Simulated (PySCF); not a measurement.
# C₆H₄F₄: electronic excitations

What electronic excitations should C₆H₄F₄ (`C=C/C(=C/F)C(F)=C(F)F`) show?

The runs use PySCF 2.14.0, with density-fitted response routines of our own; the level of theory stands in each step. All values are computed, except where a source is named. Atoms count from 0, in the outputs and in this text.

## (1) The molecule as given

14 atoms, charge 0, multiplicity 1; geometry from: GFN2-xTB.

Bonds of the start (Å): C0–C1 1.33, C1–C2 1.46, C2–C3 1.34, C3–F4 1.33, C2–C5 1.47, C5–F6 1.35, C5–C7 1.33, C7–F8 1.32, C7–F9 1.32, C0–H10 1.08, C0–H11 1.08, C1–H12 1.08, C3–H13 1.08.

## (2) Excited states and response: wB97X-D/def2-SVPD

The job: settings as JSON, then the geometry in Å.

```
{"job": {"kind": "uv", "xc": "wB97X-D", "basis": "def2-SVPD", "nstates": 8, "ntriplets": 3}, "charge": 0, "multiplicity": 1}
C      1.872126    -1.241311    -0.208007
C      1.338117    -0.371157     0.640651
C      0.091005     0.351096     0.424872
C     -0.443935     1.076409     1.414117
F     -1.559264     1.791900     1.266799
C     -0.555865     0.292764    -0.896521
F      0.233197     0.517796    -1.966490
C     -1.846710     0.046642    -1.110110
F     -2.432765     0.007696    -2.295638
F     -2.709023    -0.243783    -0.149151
H      1.419685    -1.488533    -1.152862
H      2.798577    -1.738568     0.019040
H      1.822018    -0.160903     1.584012
H     -0.027842     1.159480     2.407121
```

Method: TDDFT wB97X-D/def2-SVPD, vertical, gas phase, core orbitals frozen in the response.

The run is started by

```sh
> OMP_NUM_THREADS=1 python probes_run.py task.json out
```

The driver reads the jobs from task.json and runs them one after another.

What will the session give for the following? lowest singlet (wB97X-D/def2-SVPD); brightest single state of those computed; lowest triplet. Wanted: lowest singlet; brightest single state of those computed; lowest triplet.

**Answer**, as computed:

| quantity | value |
| --- | --- |
| lowest singlet (wB97X-D/def2-SVPD) | 5.45 eV (228 nm), f = 0.175 |
| brightest single state of those computed | state 2, 5.92 eV, f = 0.270 |
| lowest triplet | 3.25 eV |

In words: The lowest singlet, at 5.45 eV, is HOMO→LUMO 0.70, HOMO−1→LUMO 0.25 and is bright; of the 8 states computed, the strongest absorption comes from state 2 at 5.92 eV (the last state computed is bright too, and its partners may lie past the list). The lowest triplet lies 2.20 eV below the lowest singlet (triplets in Tamm-Dancoff, singlets in full TDDFT).
